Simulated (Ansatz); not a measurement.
# C₃H₆AlN: how energies converge with the basis set

An exercise on one series of results from a longer session: the logs are not shown, and one member is left open.

Program: Ansatz 0.2.0, Gaussian basis. Level of theory: one geometry, several basis sets. These are calculated values, not measurements.

Levels to be run: PBE0-D4/def2-SVP; ωB97M-V/def2-SVP; PBE0-D4/def2-QZVPP; ωB97M-V/def2-QZVPP; the functionals' def2-TZVPP values are taken from earlier runs.

### The geometry

The geometry comes from an earlier relaxation with PBE0-D4 in a triple-zeta def2 set; it is a stationary point, not always the lowest conformer.

SMILES `N=[CH][Al]1[CH2][CH2]1`, 11 atoms, charge 0, spin multiplicity 1.

Atoms are counted from 1 here; the program's logs count them from 0.

Bond lengths: N1–C2 1.274 Å, N1–H6 1.023 Å, C2–Al3 1.978 Å, C2–H7 1.097 Å, Al3–C4 1.903 Å, Al3–C5 1.902 Å, C4–C5 1.591 Å, C4–H8 1.089 Å, C4–H9 1.089 Å, C5–H10 1.089 Å, C5–H11 1.089 Å. Angles: C2–N1–H6 111.9°, N1–C2–Al3 123.2°, N1–C2–H7 114.8°, Al3–C2–H7 121.9°, C2–Al3–C4 149.7°, C2–Al3–C5 160.8°, C4–Al3–C5 49.4°, Al3–C4–C5 65.2°, Al3–C4–H8 122.0°, Al3–C4–H9 122.7°, C5–C4–H8 114.3°, C5–C4–H9 114.5°, H8–C4–H9 109.9°, Al3–C5–C4 65.3°, Al3–C5–H10 122.4°, Al3–C5–H11 122.0°, C4–C5–H10 114.7°, C4–C5–H11 114.5° and more.

Set-up of the first run:

The input, in.yaml:

```yaml
crystal:
  periodic: [false, false, false]
  atoms:
    - {symbol: N, position_ang: [0.062231, 2.870849, 0.940696]}
    - {symbol: C, position_ang: [0.807999, 2.073910, 0.284406]}
    - {symbol: Al, position_ang: [0.318683, 0.194557, -0.093540]}
    - {symbol: C, position_ang: [-0.921724, -1.241724, 0.050461]}
    - {symbol: C, position_ang: [0.419588, -1.595237, -0.729639]}
    - {symbol: H, position_ang: [-0.806908, 2.421500, 1.238864]}
    - {symbol: H, position_ang: [1.755074, 2.507316, -0.060351]}
    - {symbol: H, position_ang: [-1.821954, -1.290086, -0.560313]}
    - {symbol: H, position_ang: [-1.068892, -1.802158, 0.972239]}
    - {symbol: H, position_ang: [0.280985, -1.849838, -1.778915]}
    - {symbol: H, position_ang: [1.040218, -2.346089, -0.243207]}
basis:
  gaussian: {orbitals: def2-SVP}
hamiltonian: {xc: pbe0, dispersion: d4}
output: {orbitals: {seedname: orbitals}}
```

Run with:

```sh
$ ansatz run in.yaml --threads 4 --pin off --events-out ev --progress --plain --max-ram 10444MiB
```

Steps of the session up to this table: PBE0-D4 in def2-SVP; ωB97M-V in def2-SVP; PBE0-D4 in def2-QZVPP; ωB97M-V in def2-QZVPP.

One of the session's tables, all rows but one given; the rest of the session is left out.

It belongs to the step «Functionals by basis». 

| functional | basis | HOMO (eV) | LUMO (eV) |
| --- | --- | --- | --- |
| PBE0-D4 | def2-SVP | -5.94 | -1.90 |
| PBE0-D4 | def2-TZVPP | -5.99 | -2.02 |
| PBE0-D4 | def2-QZVPP | ? | ? |
| ωB97M-V | def2-SVP | -8.11 | 0.01 |
| ωB97M-V | def2-TZVPP | -8.17 | -0.14 |
| ωB97M-V | def2-QZVPP | -8.19 | -0.24 |

**Question.** Estimate the row for PBE0-D4, def2-QZVPP.

The run gave: HOMO (eV): -6.00; LUMO (eV): -2.06. In the column «HOMO (eV)» it lies between ωB97M-V, def2-SVP (-8.11) and PBE0-D4, def2-TZVPP (-5.99).
